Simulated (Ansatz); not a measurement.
# ClGaH4O2Si: how energies converge with the basis set

How large a basis does ClGaH4O2Si need? Two functionals are run in growing sets.

Computed with Ansatz 0.2.0, Gaussian basis. Level: one geometry, several basis sets.

Levels to be run: PBE0-D4/def2-SVP; ωB97M-V/def2-SVP; PBE0-D4/def2-QZVPP; ωB97M-V/def2-QZVPP; the functionals' def2-TZVPP values are taken from earlier runs.

**1. Structure used throughout**

An earlier PBE0-D4 in a triple-zeta def2 set relaxation fixed the geometry.

9 atoms, charge 0, spin multiplicity 1.

Atoms are counted from 1 here; the program's logs count them from 0.

Bond lengths: O1–Ga2 1.768 Å, O1–H6 0.961 Å, Ga2–Cl3 2.107 Å, Ga2–O4 1.767 Å, O4–Si5 1.635 Å, Si5–H7 1.494 Å, Si5–H8 1.485 Å, Si5–H9 1.485 Å. Angles: Ga2–O1–H6 113.0°, O1–Ga2–Cl3 119.6°, O1–Ga2–O4 121.7°, Cl3–Ga2–O4 118.6°, Ga2–O4–Si5 136.8°, O4–Si5–H7 110.5°, O4–Si5–H8 109.9°, O4–Si5–H9 109.9°, H7–Si5–H8 108.5°, H7–Si5–H9 108.5°, H8–Si5–H9 109.6°.

**2. PBE0-D4 in def2-SVP**

The input, in.yaml:

```yaml
crystal:
  periodic: [false, false, false]
  atoms:
    - {symbol: O, position_ang: [1.974353, 1.368338, -0.048836]}
    - {symbol: Ga, position_ang: [1.532575, -0.285512, 0.394469]}
    - {symbol: Cl, position_ang: [3.012833, -1.603159, 1.109971]}
    - {symbol: O, position_ang: [-0.127574, -0.873164, 0.254871]}
    - {symbol: Si, position_ang: [-1.568846, -0.268695, -0.223919]}
    - {symbol: H, position_ang: [1.227326, 1.885508, -0.362214]}
    - {symbol: H, position_ang: [-1.422319, 1.156489, -0.648284]}
    - {symbol: H, position_ang: [-2.088477, -1.051257, -1.373934]}
    - {symbol: H, position_ang: [-2.539862, -0.328538, 0.897885]}
basis:
  gaussian: {orbitals: def2-SVP}
hamiltonian: {xc: pbe0, dispersion: d4}
output: {orbitals: {seedname: orbitals}}
```

Launch:

```bash
$ ansatz run in.yaml --threads 4 --pin off --events-out ev --progress --plain --max-ram 10444MiB
```

After this run come: ωB97M-V in def2-SVP; PBE0-D4 in def2-QZVPP; ωB97M-V in def2-QZVPP.

Before running them: what should the planned runs give, taken together? Wanted: PBE0-D4: double and triple zeta above quadruple; ωB97M-V: double and triple zeta above quadruple.

The runs gave:

| quantity | value |
| --- | --- |
| PBE0-D4: double and triple zeta above quadruple | 21.25, 2.09 eV |
| ωB97M-V: double and triple zeta above quadruple | 21.18, 1.99 eV |

In words: PBE0-D4 gains 19.15 eV from double to triple zeta, then 2.09 eV more. These are total energies; as a rule much of such shifts cancels in differences, which this series doesn't test. The LUMO of ωB97M-V is positive and keeps falling with the basis (0.65 to 0.13 eV): an unbound level that the basis holds in place.
